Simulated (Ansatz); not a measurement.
This was printed by a script on Ansatz 0.2.0 through its Python package, for a geometry optimisation of BrClFHSn, SMILES [F][SnH]([Cl])[Br]. What did the script look like? Level of theory: r2SCAN, def2-SVP basis, multiplicity 1.

| atom | x (Å) | y (Å) | z (Å) |
| --- | --- | --- | --- |
| F | -1.7711 | -0.8686 | -0.2158 |
| Sn | -0.0243 | -0.1020 | -0.1114 |
| Cl | 1.0302 | -0.9884 | 1.7674 |
| Br | -0.0629 | 2.4199 | 0.0883 |
| H | 0.8780 | -0.5345 | -1.5699 |

```console
$ python brclfhsn_opt.py
reference energy    -91121.975629 eV
total energy        -91121.975629 eV
occupied orbitals outside the frozen core (up, down): [42, 42]  frozen: 0  virtual: [53, 53]
final positions (A) and the move of each atom
F    -1.74577   -0.77935   -0.19751    0.0946
Sn    0.05604   -0.08993   -0.15250    0.0910
Cl    1.01456   -0.98960    1.77346    0.0168
Br   -0.13779    2.35601    0.10640    0.1001
H     0.86287   -0.57073   -1.57125    0.0393
  atom  mulliken  lowdin
0    F    -0.403  -0.141
1   Sn     0.935   0.042
2   Cl    -0.257   0.073
3   Br    -0.230   0.077
4    H    -0.045  -0.050
dipole (e A): [ 0.3565  0.0179 -0.3751]
```

The script that was run (others could print the same):

`brclfhsn_opt.py`
```python
"""Minimum-energy structure of BrClFHSn."""

import ansatz
import numpy as np
import pandas as pd

SETTINGS = {
    "basis": "def2-SVP",
    "functional": "r2scan",
}


def main() -> None:
    geometry_ang = [
        ("F", (-1.7711, -0.8686, -0.2158)),
        ("Sn", (-0.0243, -0.102, -0.1114)),
        ("Cl", (1.0302, -0.9884, 1.7674)),
        ("Br", (-0.0629, 2.4199, 0.0883)),
        ("H", (0.878, -0.5345, -1.5699)),
    ]
    mol = ansatz.Crystal.molecule()
    for symbol, xyz in geometry_ang:
        mol = mol.atom(symbol, xyz)

    model = (
        mol.calculation()
        .basis(gaussian=SETTINGS["basis"])
        .functional(SETTINGS["functional"])
    )
    symbols = [site.symbol for site in mol.cartesian_sites]
    start = np.array([site.position_ang for site in mol.cartesian_sites], dtype=float)
    r = model.relax(force_tolerance=0.01).run(threads=1, pin="off").report
    end = np.array(r["positions_ang"])

    print("reference energy %16.6f eV" % r["reference_energy_ev"])
    print("total energy     %16.6f eV" % r["free_energy_ev"])
    print("occupied orbitals outside the frozen core (up, down):", r["n_occupied"], " frozen:", r["n_frozen"], " virtual:", r["n_virtual"])

    print("final positions (A) and the move of each atom")
    for symbol, xyz, old in zip(symbols, end, start):
        print(f"{symbol:2s} {xyz[0]:10.5f} {xyz[1]:10.5f} {xyz[2]:10.5f}   {np.linalg.norm(xyz - old):7.4f}")

    charges = r["charge_distribution"]
    table = pd.DataFrame({"atom": symbols, "mulliken": charges["mulliken_charges_e"], "lowdin": charges["lowdin_charges_e"]})
    print(table.round(3).to_string())
    print("dipole (e A):", np.round(charges["dipole_moment_e_ang"], 4) + 0.0)
    with open("brclfhsn_opt.xyz", "w") as handle:
        handle.write(f"{len(symbols)}\nrelaxed BrClFHSn\n")
        handle.writelines(f"{s:2s} {x:11.6f} {y:11.6f} {z:11.6f}\n" for s, (x, y, z) in zip(symbols, end))


if __name__ == "__main__":
    main()
```

Caveats:
- Total energies depend on the basis set; only differences at equal settings carry meaning.
- The end point is the stationary point reached from this start; no frequency run checks that it is a minimum, and the basis set is modest.
- def2 sets replace the cores of elements past krypton by effective core potentials.
- The Löwdin charges here are taken after orthogonalising the functions within each atom; they differ from plain Löwdin charges, and their signs can be unphysical.
- Wall time of the script: 29 s on 1 thread of Intel(R) Xeon(R) Platinum 8259CL CPU @ 2.50GHz (Skylake/Cascade Lake), with other jobs on the host, peak memory 0.28 GiB.

(Lines on the test bed's own set-up are left out of the output.)
